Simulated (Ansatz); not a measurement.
# C2H5Cl2GaO: a ladder of functionals and wavefunction methods

An exercise on one series of results from a longer session: the logs are not shown, and one member is left open.

Program: Ansatz 0.2.0, Gaussian basis. Level of theory: functionals in def2-TZVPP, the program's frozen cores in correlated methods. These are calculated values, not measurements.

The runs, in order: LDA (SPW92), PBE-D4, revPBE-D4, BLYP-D4, r2SCAN-D4, B97M-V, PBE0-D4, B3LYP-D4, r2SCANh-D4, r2SCAN0-D4, HSE06-D4, BHLYP-D4, CAM-B3LYP-D4, LC-ωPBE, ωB97X-V, ωB97M-V, B2PLYP, PBE-QIDH; CCSD(T)/def2-SVP; MP2/def2-TZVPP; MP2/def2-QZVPP; RPA on PBE.

**The relaxed structure**

The geometry comes from an earlier relaxation with PBE0-D4 in a triple-zeta def2 set; it is a stationary point, not always the lowest conformer.

SMILES `CC[O][Ga]([Cl])[Cl]`, 11 atoms, charge 0, spin multiplicity 1.

Atoms are counted from 1 here; the program's logs count them from 0.

Bond lengths: C1–C2 1.511 Å, C1–H7 1.093 Å, C1–H8 1.094 Å, C1–H9 1.092 Å, C2–O3 1.419 Å, C2–H10 1.095 Å, C2–H11 1.097 Å, O3–Ga4 1.760 Å, Ga4–Cl5 2.126 Å, Ga4–Cl6 2.111 Å. Angles: C2–C1–H7 110.5°, C2–C1–H8 110.9°, C2–C1–H9 110.5°, H7–C1–H8 107.7°, H7–C1–H9 108.5°, H8–C1–H9 108.5°, C1–C2–O3 111.7°, C1–C2–H10 110.3°, C1–C2–H11 110.1°, O3–C2–H10 106.2°, O3–C2–H11 111.2°, H10–C2–H11 107.2°, C2–O3–Ga4 122.3°, O3–Ga4–Cl5 120.5°, O3–Ga4–Cl6 119.0°, Cl5–Ga4–Cl6 120.5°.

Set-up of the first run:

Input file in.yaml:

```yaml
crystal:
  periodic: [false, false, false]
  atoms:
    - {symbol: C, position_ang: [-0.096208, -1.391151, 0.568727]}
    - {symbol: C, position_ang: [0.879972, -0.258072, 0.354938]}
    - {symbol: O, position_ang: [0.263070, 1.007107, 0.531102]}
    - {symbol: Ga, position_ang: [-0.658532, 1.789821, -0.747650]}
    - {symbol: Cl, position_ang: [-0.724026, 0.949280, -2.698948]}
    - {symbol: Cl, position_ang: [-1.660460, 3.599140, -0.325312]}
    - {symbol: H, position_ang: [0.415103, -2.355111, 0.504687]}
    - {symbol: H, position_ang: [-0.881573, -1.379229, -0.193074]}
    - {symbol: H, position_ang: [-0.565061, -1.312552, 1.551644]}
    - {symbol: H, position_ang: [1.688028, -0.309342, 1.091715]}
    - {symbol: H, position_ang: [1.339689, -0.339891, -0.637830]}
basis:
  gaussian: {orbitals: def2-TZVPP}
hamiltonian: {xc: lda}
output: {orbitals: {seedname: orbitals}}
```

Run with:

```sh
ansatz run in.yaml --threads 4 --pin off --events-out ev --progress --plain --max-ram 11315MiB
```

Among the steps run: LDA; PBE-D4 (GGA); revPBE-D4 (GGA); BLYP-D4 (GGA); r2SCAN-D4 (meta-GGA); B97M-V (meta-GGA); PBE0-D4 (hybrid); B3LYP-D4 (hybrid); r2SCANh-D4 (hybrid); r2SCAN0-D4 (hybrid); HSE06-D4 (hybrid); BHLYP-D4 (hybrid); CAM-B3LYP-D4 (range-separated); LC-ωPBE (range-separated); ωB97X-V (range-separated); ωB97M-V (range-separated); B2PLYP (double hybrid); PBE-QIDH (double hybrid).

One table of the session follows, with a row left open; its other results are not shown here.

It belongs to the step «Frontier levels by functional». 

| functional | HOMO (eV) | gap (eV) |
| --- | --- | --- |
| LDA (SPW92) | -7.17 | 4.48 |
| PBE-D4 | -6.98 | 4.60 |
| revPBE-D4 | -6.90 | 4.67 |
| BLYP-D4 | ? | ? |
| r2SCAN-D4 | -7.30 | 5.20 |
| B97M-V | -7.41 | 5.22 |
| PBE0-D4 | -8.48 | 7.06 |
| B3LYP-D4 | -8.24 | 6.49 |
| r2SCANh-D4 | -7.86 | 6.10 |
| r2SCAN0-D4 | -8.72 | 7.46 |
| HSE06-D4 | -8.08 | 6.29 |
| BHLYP-D4 | -9.94 | 9.45 |
| CAM-B3LYP-D4 | -9.94 | 9.50 |
| LC-ωPBE | -11.30 | 12.19 |
| ωB97X-V | -10.95 | 11.66 |
| ωB97M-V | -10.86 | 11.38 |

Estimate the missing values for BLYP-D4.

Worked estimate for «HOMO (eV)». Against the share of exact exchange, B3LYP-D4 (0.2, -8.24), BHLYP-D4 (0.5, -9.94) give a slope of -5.67 per unit share; at 0 the line stands at -7.11.

As computed: HOMO (eV): -6.87; gap (eV): 4.54. In «HOMO (eV)» the line misses by -0.24.
